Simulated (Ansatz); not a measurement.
# N: the band gap up the ladder of functionals

The task here is to estimate one member of a computed series from the others.

The runs shown are made with Ansatz 0.2.0. PAW datasets, plane waves. The values are computed, spin-unpolarised, and not measurements.

### The system as given

The cell was relaxed beforehand with r2SCAN+rVV10.

Space group Pa-3 (No. 205), cubic; conventional cell a = 5.478 Å, 20.54 Å³ an atom. N has 1 N at 1.09 Å.

Structure file:

```xyz
8
Lattice="5.4776 0.0000 0.0000 0.0000 5.4776 0.0000 0.0000 0.0000 5.4776" Properties=species:S:1:pos:R:3 pbc="T T T"
N     0.3156    0.3156    0.3156
N     2.4233    5.1621    3.0544
N     3.0544    2.4233    5.1621
N     5.1621    3.0544    2.4233
N     5.1621    5.1621    5.1621
N     3.0544    0.3156    2.4233
N     2.4233    3.0544    0.3156
N     0.3156    2.4233    3.0544
```

Set-up of the first run:

Contents of input.yaml:

```yaml
crystal:
  lattice:
    - [5.4776487699, 0.0, 0.0]
    - [0.0, 5.4776487699, 0.0]
    - [0.0, 0.0, 5.4776487699]
  atoms:
    - { symbol: "N", position: [0.0576092967, 0.0576092967, 0.0576092967] }
    - { symbol: "N", position: [0.4423907033, 0.9423907033, 0.5576092967] }
    - { symbol: "N", position: [0.5576092967, 0.4423907033, 0.9423907033] }
    - { symbol: "N", position: [0.9423907033, 0.5576092967, 0.4423907033] }
    - { symbol: "N", position: [0.9423907033, 0.9423907033, 0.9423907033] }
    - { symbol: "N", position: [0.5576092967, 0.0576092967, 0.4423907033] }
    - { symbol: "N", position: [0.4423907033, 0.5576092967, 0.0576092967] }
    - { symbol: "N", position: [0.0576092967, 0.4423907033, 0.5576092967] }
kpoints:
  mp_grid: { grid: [6, 6, 6] }
  band_path:
    path:
      - [[0.0, 0.0, 0.0], [5.555497328201e-50, 0.5, 2.585741367789e-68], [0.5, 0.5, -2.343986170312e-35], [0.0, 0.0, 0.0], [0.5, 0.5, 0.5], [5.555497328201e-50, 0.5, 2.585741367789e-68]]
      - [[0.5, 0.5, 0.5], [0.5, 0.5, -2.343986170312e-35], [0.5, 2.419433225169e-33, -2.343986170312e-35]]
    npoints: 10
hamiltonian:
  xc: pbe
scf:
  occupations: { method: fermi_dirac, width: 0.02 }
  n_extra_bands: 6
output:
  forces: true
  stress: true
  eigenvalues: true
  write_density: true
  write_potential: true
  elf: true
  volumetric_format: npy
```

Started as:

```bash
$ ansatz run input.yaml --threads 4 --pin off --max-ram 6451MiB --backend cpu --events-out ev --progress --plain --runs-dir out
```

Steps of the session up to this table: Band structure with PBE; Single point with r2SCAN; HSE06; PBE0.

One of the session's tables, all rows but one given; the rest of the session is left out.

| level | gap (eV) |
| --- | --- |
| PBE | ? |
| r2SCAN | 8.01 |
| HSE06 | 9.65 |
| PBE0 | 10.45 |

Estimate the missing values for PBE.

The run gave: gap (eV): 7.35. In the column «gap (eV)» it is the lowest.

Meshes: PBE 6×6×6, r2SCAN 6×6×6, HSE06 4×4×4, PBE0 4×4×4

PBE gives the least gap, 7.35 eV, and PBE0 the largest, 10.45 eV. PBE reaches 76 % of the HSE06 value, and r2SCAN 83 %. PBE0 lies 0.80 eV above HSE06, which differs from it by screening the long-range exchange.

Caveats from the session: Warnings in the runs' records: stress scf threshold loose, stress exchange threshold loose.
